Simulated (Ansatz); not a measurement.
# C2H8S2Si: basis-set convergence

One table from this session's results is given with a row withheld; the runs are named, their logs left out.

Computed with Ansatz 0.2.0, Gaussian basis. Level: one geometry, several basis sets.

Levels to be run: PBE0-D4/def2-SVP; ωB97M-V/def2-SVP; PBE0-D4/def2-QZVPP; ωB97M-V/def2-QZVPP; the functionals' def2-TZVPP values are taken from earlier runs.

### The geometry

All runs share one geometry, relaxed beforehand with PBE0-D4 in a triple-zeta def2 set.

13 atoms, charge 0, spin multiplicity 1.

Atoms are counted from 1 here; the program's logs count them from 0.

Bond lengths: C1–Si2 1.862 Å, C1–H6 1.093 Å, C1–H7 1.091 Å, C1–H8 1.093 Å, Si2–C3 1.864 Å, Si2–S4 2.140 Å, Si2–S5 2.149 Å, C3–H9 1.094 Å, C3–H10 1.092 Å, C3–H11 1.093 Å, S4–H12 1.344 Å, S5–H13 1.345 Å. Angles: Si2–C1–H6 110.1°, Si2–C1–H7 110.7°, Si2–C1–H8 110.8°, H6–C1–H7 108.0°, H6–C1–H8 108.3°, H7–C1–H8 108.7°, C1–Si2–C3 111.6°, C1–Si2–S4 105.4°, C1–Si2–S5 112.2°, C3–Si2–S4 112.3°, C3–Si2–S5 109.5°, S4–Si2–S5 105.6°, Si2–C3–H9 110.7°, Si2–C3–H10 111.0°, Si2–C3–H11 110.1°, H9–C3–H10 108.1°, H9–C3–H11 108.3°, H10–C3–H11 108.5° and more.

The first run:

The input, in.yaml:

```yaml
crystal:
  periodic: [false, false, false]
  atoms:
    - {symbol: C, position_ang: [-1.585936, 0.816334, -0.015823]}
    - {symbol: Si, position_ang: [0.079704, 0.065404, -0.374935]}
    - {symbol: C, position_ang: [0.656729, -1.024358, 1.023037]}
    - {symbol: S, position_ang: [-0.169298, -1.019746, -2.202843]}
    - {symbol: S, position_ang: [1.571099, 1.556639, -0.785182]}
    - {symbol: H, position_ang: [-1.534147, 1.433454, 0.884818]}
    - {symbol: H, position_ang: [-1.910248, 1.451062, -0.842431]}
    - {symbol: H, position_ang: [-2.337204, 0.038310, 0.144212]}
    - {symbol: H, position_ang: [0.772430, -0.444777, 1.943459]}
    - {symbol: H, position_ang: [1.617887, -1.485572, 0.788775]}
    - {symbol: H, position_ang: [-0.073164, -1.816887, 1.206431]}
    - {symbol: H, position_ang: [1.111754, -1.420066, -2.265431]}
    - {symbol: H, position_ang: [1.820694, 1.815303, 0.510811]}
basis:
  gaussian: {orbitals: def2-SVP}
hamiltonian: {xc: pbe0, dispersion: d4}
output: {orbitals: {seedname: orbitals}}
```

The run is started by

```console
ansatz run in.yaml --threads 4 --pin off --events-out ev --progress --plain --max-ram 10444MiB
```

Among the steps run: PBE0-D4 in def2-SVP; ωB97M-V in def2-SVP; PBE0-D4 in def2-QZVPP; ωB97M-V in def2-QZVPP.

One table of the session follows, with a row left open; its other results are not shown here.

It belongs to the step «Density functionals: the series». 

| functional | basis | HOMO (eV) | LUMO (eV) |
| --- | --- | --- | --- |
| PBE0-D4 | def2-SVP | -7.10 | 0.77 |
| PBE0-D4 | def2-TZVPP | -7.24 | 0.29 |
| PBE0-D4 | def2-QZVPP | -7.27 | 0.02 |
| ωB97M-V | def2-SVP | -9.26 | 2.57 |
| ωB97M-V | def2-TZVPP | ? | ? |
| ωB97M-V | def2-QZVPP | -9.47 | 1.33 |

**Question.** Estimate the row for ωB97M-V, def2-TZVPP.

The run gave: HOMO (eV): -9.43; LUMO (eV): 1.89. In the column «HOMO (eV)» it lies between ωB97M-V, def2-QZVPP (-9.47) and ωB97M-V, def2-SVP (-9.26).
